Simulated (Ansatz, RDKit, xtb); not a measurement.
**Isomers of C2H10ClFSi3, a sample narrowed down**

Which of a sample of isomers of C2H10ClFSi3 is the most stable in the gas at 298.15 K, and what are its properties? The sample is small against all isomers, and the most stable one of this formula need not be in it.

Plan: many cheap relaxations first (GFN2-xTB), then density-functional screening, relaxation at B3LYP-D3(BJ)/def2-SVP, vibrations (at GFN2-xTB) and a final energy. The numbers are computed, not measured.

### 1 Possible bonding patterns

Isomers were taken from a list of plausible structures; this is a sample, not all of them. That gives 5 candidates.

```csv
label,SMILES,spin
c110,C[SiH2][C@@H](F)[SiH2][SiH2]Cl,singlet
c268,C[SiH2][SiH2][C@H](F)[SiH2]Cl,singlet
c375,F[C@H](C[SiH3])[SiH2][SiH2]Cl,singlet
c426,C[C@@H](F)[SiH2][Si@H]([SiH3])Cl,singlet
c444,CC[Si@@](F)([SiH3])[SiH2]Cl,singlet
```

Candidates are built by distance geometry, with a force field where one applies, in up to four conformers (letters a to d).

Q: Predict the outcome of this search (final energies at CCSD(T)/def2-SVP + MP2/def2-TZVPP - MP2/def2-SVP).

| quantity | value |
| --- | --- |
| lowest structure found | CC[Si@@](F)([SiH3])[SiH2]Cl, singlet |
| next finalist | F[C@H](C[SiH3])[SiH2][SiH2]Cl, singlet, 51.2 kcal/mol higher in G |
| share at equilibrium, among the finalists | 100.0 % |

The lowest structure found is `CC[Si@@](F)([SiH3])[SiH2]Cl`. Among the finalists first place is clear (51.2 kcal/mol); structures outside the list aren't covered. GFN2-xTB, HF/STO-3G, r2SCAN-D4/def2-SVP, B3LYP-D3(BJ)/def2-SVP, HF/def2-SVP and MP2/def2-SVP already put its bonding pattern lowest among the structures in one piece. One minimum inside the window was never screened. The search is not exhaustive (a finite list of starts, one conformer a finalist), so a lower isomer can't be ruled out. Only 5 drawn patterns were tried, so whole families of isomers are missing, and the result ranks this sample alone.
